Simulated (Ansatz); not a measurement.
# SiOF2 + H2S: a complex and its separated parts, part 1 of 2

The complex below is one end of an elementary step. How strongly is it bound against its free parts?

Computed with Ansatz 0.2.0, Gaussian basis. Level: PBE0-D4/def2-TZVP structures, single points in def2-TZVPP, no counterpoise correction.

Levels: SPW92, PBE-D4, BLYP-D4, r2SCAN-D4, B97M-V, PBE0-D4, B3LYP-D4, r2SCAN0-D4, BHLYP-D4, CAM-B3LYP-D4, wB97X-V, wB97M-V, B2PLYP, PBE-QIDH, RPA on PBE, Hartree-Fock, MP2, CCSD, CCSD(T).

Cores are frozen in the correlated methods. B3LYP uses VWN-RPA correlation. B2PLYP carries no dispersion term here.

56 further runs of the same task are left out: 56 set aside as unsound or not needed.

## Step 1: Starting geometry

The complex: 7 atoms, charge 0, spin multiplicity 1.

Atoms are counted from 1 here; the program's logs count them from 0.

Bond lengths: Si1–S2 2.398 Å, Si1–O3 1.512 Å, Si1–F5 1.585 Å, Si1–F6 1.585 Å, S2–H4 1.346 Å, S2–H7 1.346 Å. Angles: S2–Si1–O3 103.9°, S2–Si1–F5 95.1°, S2–Si1–F6 95.2°, O3–Si1–F5 124.7°, O3–Si1–F6 124.7°, F5–Si1–F6 103.9°, Si1–S2–H4 91.1°, Si1–S2–H7 91.1°, H4–S2–H7 92.3°.

Coordinates:

```csv
atom,x (Å),y (Å),z (Å)
Si1,-0.61157,0.41169,0.62038
S2,1.18106,-0.70808,-0.51300
O3,-1.56548,0.78857,-0.49064
H4,0.30608,-1.43532,-1.23249
F5,0.32364,1.43183,1.39258
F6,-0.86188,-0.74780,1.67132
H7,1.22815,0.25900,-1.44826
```

Its parts: SiOF2 holds atoms 1, 3, 5, 6; H2S holds atoms 2, 4, 7. Each part counts its atoms afresh in its own runs.

## Step 2: Relaxing SiOF2 alone

File relax-a/in.yaml:

```yaml
crystal:
  periodic: [false, false, false]
  atoms:
    - {symbol: Si, position_ang: [-0.611565, 0.411694, 0.620384]}
    - {symbol: O, position_ang: [-1.565484, 0.788570, -0.490638]}
    - {symbol: F, position_ang: [0.323638, 1.431833, 1.392582]}
    - {symbol: F, position_ang: [-0.861882, -0.747800, 1.671318]}
basis:
  gaussian: {orbitals: def2-TZVP}
hamiltonian: {xc: pbe0, dispersion: d4}
relax: {f_tol: 0.005, max_steps: 200}
```

On the command line:

```console
ansatz run in.yaml --threads 4 --pin off --events-out ev --progress --plain --max-ram 9574MiB
```

Standard output, cut to the lines that bear on the results:

```text
Functional definition: PBE0
  name "PBE0"
  cite "Adamo & Barone, J. Chem. Phys. 110, 6158 (1999) doi:10.1063/1.478522"
  cite "Perdew, Burke & Ernzerhof, Phys. Rev. Lett. 77, 3865 (1996) doi:10.1103/PhysRevLett.77.3865"
  parent pbe
[...]
731 factors; their error is unknown
[...]
mean field -15354.39712887 eV, -564.2636869020 hartree, gradient 1.5e-5 eV, S^2 0.000000; 0 other end points of the search recorded, 0 dependent functions left out
[...]
reference -15354.39715097 eV, -564.2636877138 hartree; 20, 20 occupied and 110, 110 virtual orbitals, 731 factors
[...]
731 factors; their error is unknown
[...]
mean field -15354.64622121 eV, -564.2728408764 hartree, gradient 7.8e-5 eV, S^2 0.000000; 1 other end points of the search recorded, 0 dependent functions left out
[...]
reference -15354.64624350 eV, -564.2728416955 hartree; 20, 20 occupied and 110, 110 virtual orbitals, 731 factors
Total energy: -15354.70021267 eV, -564.2748250261 hartree
Atom 0 at    -0.732999     0.489619     0.713019 Å, force    -0.002229     0.000833    -0.003512 eV/Å
Atom 1 at    -1.523896     0.760421    -0.533582 Å, force     0.002408    -0.000868     0.003809 eV/Å
Atom 2 at     0.358754     1.398084     1.368889 Å, force     0.000565     0.001202    -0.000287 eV/Å
Atom 3 at    -0.817151    -0.763827     1.645321 Å, force    -0.000743    -0.001166    -0.000010 eV/Å
Dipole moment:     0.259196    -0.088755     0.408540 e Å
```

Wall time 17 s (4 threads of AMD EPYC, shared host); peak memory 0.43 GiB.

Step by step:

```csv
step,energy from step 1 (eV),largest force component (eV/Å)
1,0.0000,1.4631
2,-0.1656,1.5314
3,-0.2208,1.6277
4,-0.2483,0.2757
5,-0.2491,0.0351
6,-0.2491,0.0038
```

Close pairs (by a distance rule), those that changed most:

```csv
bond,before (Å),after (Å),change (Å)
Si1–F3,1.585,1.564,-0.020
Si1–F4,1.585,1.564,-0.020
Si1–O2,1.512,1.501,-0.011
```

## Step 3: Relaxing H2S alone

File relax-b/in.yaml:

```yaml
crystal:
  periodic: [false, false, false]
  atoms:
    - {symbol: S, position_ang: [1.181058, -0.708080, -0.513000]}
    - {symbol: H, position_ang: [0.306080, -1.435320, -1.232487]}
    - {symbol: H, position_ang: [1.228154, 0.259002, -1.448259]}
basis:
  gaussian: {orbitals: def2-TZVP}
hamiltonian: {xc: pbe0, dispersion: d4}
relax: {f_tol: 0.005, max_steps: 200}
```

On the command line:

```console
ansatz run in.yaml --threads 4 --pin off --events-out ev --progress --plain --max-ram 9574MiB
```

Standard output, cut to the lines that bear on the results:

```text
[... 5 set-up lines as earlier in the session ...]
[...]
359 factors; their error is unknown
[...]
mean field -10864.44984701 eV, -399.2611676891 hartree, gradient 4.9e-5 eV, S^2 0.000000; 0 other end points of the search recorded, 0 dependent functions left out
[...]
reference -10864.45047971 eV, -399.2611909402 hartree; 9, 9 occupied and 40, 40 virtual orbitals, 359 factors
Total energy: -10864.46265912 eV, -399.2616385254 hartree
Atom 0 at     1.179923    -0.707745    -0.515275 Å, force     0.000545    -0.000161     0.001092 eV/Å
Atom 1 at     0.308064    -1.432881    -1.231684 Å, force    -0.000197     0.000218    -0.000562 eV/Å
Atom 2 at     1.227305     0.256228    -1.446787 Å, force    -0.000348    -0.000057    -0.000530 eV/Å
Dipole moment:    -0.107394     0.031110    -0.214654 e Å
```

It took 2.8 s on 4 threads of AMD EPYC, shared host; peak memory 0.43 GiB.

Along the way:

```csv
step,energy from step 1 (eV),largest force component (eV/Å)
1,0.0000,0.1555
2,-0.0005,0.0619
3,-0.0006,0.0011
```

Distances of close pairs at the start and the end, largest changes first:

```csv
bond,before (Å),after (Å),change (Å)
S1–H3,1.346,1.341,-0.005
S1–H2,1.346,1.341,-0.005
```

## Step 4: SPW92/def2-TZVPP

File parta/in.yaml:

```yaml
crystal:
  periodic: [false, false, false]
  atoms:
    - {symbol: Si, position_ang: [-0.732999, 0.489619, 0.713019]}
    - {symbol: O, position_ang: [-1.523896, 0.760421, -0.533582]}
    - {symbol: F, position_ang: [0.358754, 1.398084, 1.368889]}
    - {symbol: F, position_ang: [-0.817151, -0.763827, 1.645321]}
basis:
  gaussian: {orbitals: def2-TZVPP}
hamiltonian: {xc: lda}
```

File partb/in.yaml:

```yaml
crystal:
  periodic: [false, false, false]
  atoms:
    - {symbol: S, position_ang: [1.179923, -0.707745, -0.515275]}
    - {symbol: H, position_ang: [0.308064, -1.432881, -1.231684]}
    - {symbol: H, position_ang: [1.227305, 0.256228, -1.446787]}
basis:
  gaussian: {orbitals: def2-TZVPP}
hamiltonian: {xc: lda}
```

Each run has its own folder and the same command.

On the command line:

```console
ansatz run in.yaml --threads 4 --pin off --events-out ev --progress --plain --max-ram 9574MiB
```

Output in parta, cut to the lines that bear on the results:

```text
Functional definition: SPW92
  name "SPW92"
  cite "Dirac, Proc. Camb. Phil. Soc. 26, 376 (1930) doi:10.1017/S0305004100016108"
  cite "Slater, Phys. Rev. 81, 385 (1951) doi:10.1103/PhysRev.81.385"
  cite "Perdew & Wang, Phys. Rev. B 45, 13244 (1992) doi:10.1103/PhysRevB.45.13244"
[...]
751 factors; their error is unknown
[...]
mean field -15285.33449127 eV, -561.7256817823 hartree, gradient 2.5e-5 eV, S^2 0.000000; 0 other end points of the search recorded, 0 dependent functions left out
reference -15285.33451948 eV, -561.7256828191 hartree; 20, 20 occupied and 115, 115 virtual orbitals, 751 factors
Total energy: -15285.33451948 eV, -561.7256828191 hartree
```

Output in partb, cut to the lines that bear on the results:

```text
[... 5 set-up lines as earlier in the session ...]
[...]
402 factors; their error is unknown
[...]
mean field -10830.30343390 eV, -398.0063101524 hartree, gradient 1.5e-5 eV, S^2 0.000000; 0 other end points of the search recorded, 0 dependent functions left out
reference -10830.30345474 eV, -398.0063109184 hartree; 9, 9 occupied and 61, 61 virtual orbitals, 402 factors
Total energy: -10830.30345474 eV, -398.0063109184 hartree
```

Times: 1.4 s (parta), 0.67 s (partb) on 4 threads of AMD EPYC, shared host; peak memory 0.43 GiB.

## Step 5: PBE-D4/def2-TZVPP

Each input of step 4 (parta, partb) changes in the same lines:

```diff
-hamiltonian: {xc: lda}
+hamiltonian: {xc: pbe, dispersion: d4}
```

One command serves all of them, each in its own folder.

On the command line:

```console
ansatz run in.yaml --threads 4 --pin off --events-out ev --progress --plain --max-ram 9574MiB
```

Log of parta, cut to the lines that bear on the results:

```text
Functional definition: PBE
  name "PBE"
[... 2 set-up lines as earlier in the session ...]
[...]
751 factors; their error is unknown
[...]
mean field -15354.21030513 eV, -564.2568212560 hartree, gradient 4.2e-5 eV, S^2 0.000000; 0 other end points of the search recorded, 0 dependent functions left out
reference -15354.21033552 eV, -564.2568223728 hartree; 20, 20 occupied and 115, 115 virtual orbitals, 751 factors
Total energy: -15354.27573896 eV, -564.2592259050 hartree
```

Output in partb, cut to the lines that bear on the results:

```text
[... 4 set-up lines as earlier in the session ...]
[...]
402 factors; their error is unknown
[...]
mean field -10863.54267974 eV, -399.2278299067 hartree, gradient 3.3e-5 eV, S^2 0.000000; 0 other end points of the search recorded, 0 dependent functions left out
reference -10863.54270199 eV, -399.2278307244 hartree; 9, 9 occupied and 61, 61 virtual orbitals, 402 factors
Total energy: -10863.55773865 eV, -399.2283833113 hartree
```

Wall times: 1.8 s (parta), 0.66 s (partb) on 4 threads of AMD EPYC, shared host; peak memory 0.43 GiB.

## Step 6: BLYP-D4/def2-TZVPP

Each input of step 5 (parta, partb) changes in the same lines:

```diff
-hamiltonian: {xc: pbe, dispersion: d4}
+hamiltonian: {xc: {name: BLYP}, dispersion: d4}
```

Each run has its own folder and the same command.

On the command line:

```console
ansatz run in.yaml --threads 4 --pin off --events-out ev --progress --plain --max-ram 9574MiB
```

Log of parta, cut to the lines that bear on the results:

```text
Functional definition: BLYP
  name "BLYP"
  cite "Becke, Phys. Rev. A 38, 3098 (1988) doi:10.1103/PhysRevA.38.3098"
  cite "Lee, Yang & Parr, Phys. Rev. B 37, 785 (1988) doi:10.1103/PhysRevB.37.785"
[...]
751 factors; their error is unknown
[...]
mean field -15365.06055907 eV, -564.6555607338 hartree, gradient 8.1e-5 eV, S^2 0.000000; 0 other end points of the search recorded, 0 dependent functions left out
reference -15365.06081381 eV, -564.6555700951 hartree; 20, 20 occupied and 115, 115 virtual orbitals, 751 factors
Total energy: -15365.21007135 eV, -564.6610552085 hartree
```

partb printed, cut to the lines that bear on the results:

```text
[... 4 set-up lines as earlier in the session ...]
[...]
402 factors; their error is unknown
[...]
mean field -10868.21005586 eV, -399.3993528156 hartree, gradient 2.3e-5 eV, S^2 0.000000; 0 other end points of the search recorded, 0 dependent functions left out
reference -10868.21026972 eV, -399.3993606748 hartree; 9, 9 occupied and 61, 61 virtual orbitals, 402 factors
Total energy: -10868.24596148 eV, -399.4006723228 hartree
```

Times: 2.2 s (parta), 0.66 s (partb) on 4 threads of AMD EPYC, shared host; peak memory 0.43 GiB.

## Step 7: r2SCAN-D4/def2-TZVPP

The same edit goes into each in.yaml of step 6 (parta, partb):

```diff
-hamiltonian: {xc: {name: BLYP}, dispersion: d4}
+hamiltonian: {xc: r2scan, dispersion: d4}
```

The same command starts each run, in its folder.

On the command line:

```console
ansatz run in.yaml --threads 4 --pin off --events-out ev --progress --plain --max-ram 9574MiB
```

parta printed, cut to the lines that bear on the results:

```text
Functional definition: r2SCAN
  name "r2SCAN"
  cite "Furness, Kaplan, Ning, Perdew & Sun, J. Phys. Chem. Lett. 11, 8208 (2020) doi:10.1021/acs.jpclett.0c02405"
  cite "Furness, Kaplan, Ning, Perdew & Sun, J. Phys. Chem. Lett. 11, 9248 (2020) doi:10.1021/acs.jpclett.0c03077"
  parent r2scan
[...]
751 factors; their error is unknown
[...]
mean field -15361.59646333 eV, -564.5282575634 hartree, gradient 1.8e-5 eV, S^2 0.000000; 0 other end points of the search recorded, 0 dependent functions left out
reference -15361.59647226 eV, -564.5282578916 hartree; 20, 20 occupied and 115, 115 virtual orbitals, 751 factors
Total energy: -15361.61086670 eV, -564.5287868774 hartree
```

partb printed, cut to the lines that bear on the results:

```text
[... 5 set-up lines as earlier in the session ...]
[...]
402 factors; their error is unknown
[...]
mean field -10867.52470190 eV, -399.3741665220 hartree, gradient 2.2e-5 eV, S^2 0.000000; 0 other end points of the search recorded, 0 dependent functions left out
reference -10867.52470859 eV, -399.3741667680 hartree; 9, 9 occupied and 61, 61 virtual orbitals, 402 factors
Total energy: -10867.52805684 eV, -399.3742898138 hartree
```

Times: 3.7 s (parta), 1.1 s (partb) on 4 threads of AMD EPYC, shared host; peak memory 0.43 GiB.

## Step 8: B97M-V/def2-TZVPP

Each input of step 7 (parta, partb) changes in the same lines:

```diff
-hamiltonian: {xc: r2scan, dispersion: d4}
+hamiltonian: {xc: {name: B97M-V}}
```

One command serves all of them, each in its own folder.

On the command line:

```console
ansatz run in.yaml --threads 4 --pin off --events-out ev --progress --plain --max-ram 9574MiB
```

Output in parta, cut to the lines that bear on the results:

```text
Functional definition: B97M-V
  name "B97M-V"
  cite "Mardirossian & Head-Gordon, J. Chem. Phys. 142, 074111 (2015) doi:10.1063/1.4907719"
  cite "Becke, J. Chem. Phys. 107, 8554 (1997) doi:10.1063/1.475007"
  cite "Vydrov & Van Voorhis, J. Chem. Phys. 133, 244103 (2010) doi:10.1063/1.3521275"
  # Of w^i u^j: cxij and so on, Table III.
[...]
  gx(w, u) = cx00 + cx01*u + cx02*u^2 + (cx10 + cx11*u)*w
[...]
  gos(w, u) = cos00 + cos01*u + cos03*u^3 + cos10*w + cos32*w^3*u^2
[...]
      + integral(e_c_pw_mod_opposite_spin*gos(b97_w_opposite, b97_u_opposite)) + vv10(b, c)
751 factors; their error is unknown
[...]
mean field -15360.80400670 eV, -564.4991353193 hartree, gradient 3.1e-5 eV, S^2 0.000000; 0 other end points of the search recorded, 0 dependent functions left out
reference -15360.80405196 eV, -564.4991369826 hartree; 20, 20 occupied and 115, 115 virtual orbitals, 751 factors
Total energy: -15360.80405196 eV, -564.4991369826 hartree
```

Log of partb, cut to the lines that bear on the results:

```text
[... 5 set-up lines as earlier in the session ...]
  # Of w^i u^j: cxij and so on, Table III.
[...]
  gx(w, u) = cx00 + cx01*u + cx02*u^2 + (cx10 + cx11*u)*w
[...]
  gos(w, u) = cos00 + cos01*u + cos03*u^3 + cos10*w + cos32*w^3*u^2
[...]
      + integral(e_c_pw_mod_opposite_spin*gos(b97_w_opposite, b97_u_opposite)) + vv10(b, c)
402 factors; their error is unknown
[...]
mean field -10865.55701543 eV, -399.3018553779 hartree, gradient 2.2e-5 eV, S^2 0.000000; 0 other end points of the search recorded, 0 dependent functions left out
reference -10865.55705008 eV, -399.3018566513 hartree; 9, 9 occupied and 61, 61 virtual orbitals, 402 factors
Total energy: -10865.55705008 eV, -399.3018566513 hartree
```

Wall times: 5 s (parta), 1.4 s (partb) on 4 threads of AMD EPYC, shared host; peak memory 0.43 GiB.

## Step 9: PBE0-D4/def2-TZVPP

Each input of step 8 (parta, partb) changes in the same lines:

```diff
-hamiltonian: {xc: {name: B97M-V}}
+hamiltonian: {xc: pbe0, dispersion: d4}
+output: {orbitals: {seedname: orbitals}}
```

One command serves all of them, each in its own folder.

On the command line:

```console
ansatz run in.yaml --threads 4 --pin off --events-out ev --progress --plain --max-ram 9574MiB
```

Output in parta, cut to the lines that bear on the results:

```text
[... 5 set-up lines as earlier in the session ...]
[...]
754 factors; their error is unknown
[...]
mean field -15354.65641118 eV, -564.2732153510 hartree, gradient 6.3e-5 eV, S^2 0.000000; 0 other end points of the search recorded, 0 dependent functions left out
reference -15354.65643347 eV, -564.2732161702 hartree; 20, 20 occupied and 115, 115 virtual orbitals, 754 factors
Total energy: -15354.71040265 eV, -564.2751995008 hartree
```

Log of partb, cut to the lines that bear on the results:

```text
[... 5 set-up lines as earlier in the session ...]
[...]
433 factors; their error is unknown
[...]
mean field -10864.48423171 eV, -399.2624313036 hartree, gradient 4.8e-6 eV, S^2 0.000000; 0 other end points of the search recorded, 0 dependent functions left out
reference -10864.48424833 eV, -399.2624319143 hartree; 9, 9 occupied and 61, 61 virtual orbitals, 433 factors
Total energy: -10864.49642775 eV, -399.2628794995 hartree
```

They took 2.1 s (parta), 0.76 s (partb) on 4 threads of AMD EPYC, shared host; peak memory 0.43 GiB.

## Step 10: B3LYP-D4/def2-TZVPP

Each input of step 9 (parta, partb) changes in the same lines:

```diff
-hamiltonian: {xc: pbe0, dispersion: d4}
-output: {orbitals: {seedname: orbitals}}
+hamiltonian: {xc: {name: B3LYP}, dispersion: d4}
```

The same command starts each run, in its folder.

On the command line:

```console
ansatz run in.yaml --threads 4 --pin off --events-out ev --progress --plain --max-ram 9574MiB
```

Output in parta, cut to the lines that bear on the results:

```text
Functional definition: B3LYP
  name "B3LYP"
  cite "Stephens, Devlin, Chabalowski & Frisch, J. Phys. Chem. 98, 11623 (1994) doi:10.1021/j100096a001"
[... 2 set-up lines as earlier in the session ...]
  cite "Vosko, Wilk & Nusair, Can. J. Phys. 58, 1200 (1980) doi:10.1139/p80-159"
[...]
754 factors; their error is unknown
[...]
mean field -15365.88964388 eV, -564.6860290384 hartree, gradient 3.2e-5 eV, S^2 0.000000; 0 other end points of the search recorded, 0 dependent functions left out
reference -15365.88983035 eV, -564.6860358911 hartree; 20, 20 occupied and 115, 115 virtual orbitals, 754 factors
Total energy: -15365.99692759 eV, -564.6899716422 hartree
```

Output in partb, cut to the lines that bear on the results:

```text
[... 6 set-up lines as earlier in the session ...]
[...]
414 factors; their error is unknown
[...]
mean field -10868.95566049 eV, -399.4267532801 hartree, gradient 4.0e-6 eV, S^2 0.000000; 0 other end points of the search recorded, 0 dependent functions left out
reference -10868.95581821 eV, -399.4267590763 hartree; 9, 9 occupied and 61, 61 virtual orbitals, 414 factors
Total energy: -10868.98025320 eV, -399.4276570457 hartree
```

Wall times: 1.9 s (parta), 0.71 s (partb) on 4 threads of AMD EPYC, shared host; peak memory 0.43 GiB.

## Step 11: r2SCAN0-D4/def2-TZVPP

Each input of step 10 (parta, partb) changes in the same lines:

```diff
-hamiltonian: {xc: {name: B3LYP}, dispersion: d4}
+hamiltonian: {xc: {name: r2SCAN0}, dispersion: d4}
```

Each run has its own folder and the same command.

On the command line:

```console
ansatz run in.yaml --threads 4 --pin off --events-out ev --progress --plain --max-ram 9574MiB
```

parta printed, cut to the lines that bear on the results:

```text
Functional definition: r2SCAN0
  name "r2SCAN0"
  cite "Bursch, Neugebauer, Ehlert & Grimme, J. Chem. Phys. 156, 134105 (2022) doi:10.1063/5.0086040"
[... 3 set-up lines as earlier in the session ...]
[...]
754 factors; their error is unknown
[...]
mean field -15360.29012717 eV, -564.4802505950 hartree, gradient 1.2e-5 eV, S^2 0.000000; 0 other end points of the search recorded, 0 dependent functions left out
reference -15360.29013413 eV, -564.4802508507 hartree; 20, 20 occupied and 115, 115 virtual orbitals, 754 factors
Total energy: -15360.30717826 eV, -564.4808772108 hartree
```

Output in partb, cut to the lines that bear on the results:

```text
[... 6 set-up lines as earlier in the session ...]
[...]
433 factors; their error is unknown
[...]
mean field -10867.41045232 eV, -399.3699679273 hartree, gradient 1.2e-5 eV, S^2 0.000000; 0 other end points of the search recorded, 0 dependent functions left out
reference -10867.41045766 eV, -399.3699681236 hartree; 9, 9 occupied and 61, 61 virtual orbitals, 433 factors
Total energy: -10867.41431568 eV, -399.3701099033 hartree
```

Times: 3.5 s (parta), 1.2 s (partb) on 4 threads of AMD EPYC, shared host; peak memory 0.43 GiB.

## Step 12: BHLYP-D4/def2-TZVPP

Each input of step 11 (parta, partb) changes in the same lines:

```diff
-hamiltonian: {xc: {name: r2SCAN0}, dispersion: d4}
+hamiltonian: {xc: {name: BHLYP}, dispersion: d4}
```

One command serves all of them, each in its own folder.

On the command line:

```console
ansatz run in.yaml --threads 4 --pin off --events-out ev --progress --plain --max-ram 9574MiB
```

parta printed, cut to the lines that bear on the results:

```text
Functional definition: BHLYP
  name "BHLYP"
  cite "Becke, J. Chem. Phys. 98, 1372 (1993) doi:10.1063/1.464304"
[... 2 set-up lines as earlier in the session ...]
[...]
837 factors; their error is unknown
[...]
mean field -15362.47009291 eV, -564.5603628582 hartree, gradient 1.9e-5 eV, S^2 0.000000; 0 other end points of the search recorded, 0 dependent functions left out
reference -15362.47021784 eV, -564.5603674493 hartree; 20, 20 occupied and 115, 115 virtual orbitals, 837 factors
Total energy: -15362.55019573 eV, -564.5633065826 hartree
```

partb printed, cut to the lines that bear on the results:

```text
[... 5 set-up lines as earlier in the session ...]
[...]
453 factors; their error is unknown
[...]
mean field -10868.25163365 eV, -399.4008807711 hartree, gradient 1.3e-5 eV, S^2 0.000000; 0 other end points of the search recorded, 0 dependent functions left out
reference -10868.25174035 eV, -399.4008846922 hartree; 9, 9 occupied and 61, 61 virtual orbitals, 453 factors
Total energy: -10868.26806737 eV, -399.4014846990 hartree
```

Wall times: 2.4 s (parta), 0.66 s (partb) on 4 threads of AMD EPYC, shared host; peak memory 0.43 GiB.

(Continued in part 2 of 2.)
